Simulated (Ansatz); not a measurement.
# Al4Si (Aluminum): the cost of one run

Method: DFT r2SCAN, scalar-relativistic, plane waves, PAW, in Ansatz 0.2.0.

1 further run of the same task is left out (set aside as unsound or not needed).

**1. The structure to begin with**

The structure is trigonal, space group P-3m1 (No. 164). Conventional cell: a = 2.823 Å, b = 2.823 Å, c = 23.914 Å, α = 90.00°, β = 90.00°, γ = 120.00°. Around Al (site symmetry 3m) lie 9 Al at 2.82 Å. Around Al (site symmetry 3m) lie 12 Al at 2.81 to 2.82 Å.

Structure file:

```
CELL_PARAMETERS angstrom
2.82277 0.00000 0.00000
-1.41139 2.44459 0.00000
0.00000 0.00000 23.91436
ATOMIC_POSITIONS crystal
Al 0.66667 0.33333 0.35544
Al 0.33333 0.66667 0.45181
Al 0.00000 0.00000 0.54741
Al 0.66667 0.33333 0.64415
```

Planes are indexed in the bulk's conventional cell (Fm-3m (No. 225)), a = 3.992 Å, b = 3.992 Å, c = 3.992 Å, α = 90.00°, β = 90.00°, γ = 90.00°.

This (111) slab, 6.9 Å thick as cut, with 17 Å of vacuum; its outer planes are Al (top) and Al (bottom), was relaxed beforehand with its lower half held: -2160.8177 eV, work function 4.10 eV.

**2. Start: Si, top (Al)**

File input.yaml:

```yaml
crystal:
  lattice:
    - [2.8227746037, 0.0, 0.0]
    - [-1.4113873019, 2.444594516, 0.0]
    - [0.0, 0.0, 25.9143574381]
  atoms:
    - { symbol: Al, position: [0.6666666667, 0.3333333333, 0.3280035023] }
    - { symbol: Al, position: [0.3333333333, 0.6666666667, 0.4169420692] }
    - { symbol: Al, position: [0.0, 0.0, 0.5051603851] }
    - { symbol: Al, position: [0.6666666667, 0.3333333333, 0.5944354551] }
    - { symbol: Si, position: [0.6666666667, 0.3333333333, 0.6839611169] }
basis:
  ecutwfc: 500
kpoints:
  mp_grid: { grid: [12, 12, 1] }
hamiltonian:
  xc: r2scan
scf:
  occupations: { method: gaussian, width: 0.1 }
output:
  forces: true
  eigenvalues: true
  write_density: true
  write_potential: true
  elf: true
  volumetric_format: npy
relax:
  adjacent_minimum: "off"
  f_tol: 0.03
  max_steps: 70
  constraints: [{ sites: [0, 1] }]
efield:
  axis: 3
  dipole_correction: true
```

On the command line:

```console
> ansatz run input.yaml --threads 1 --pin off --max-ram 2560MiB --backend cpu --events-out ev --progress --plain --runs-dir out
```

What time and memory should one allow on 1 thread of Intel Xeon Platinum 8488C (Sapphire Rapids), shared host?

About 54 s, with a peak of 0.89 GiB.
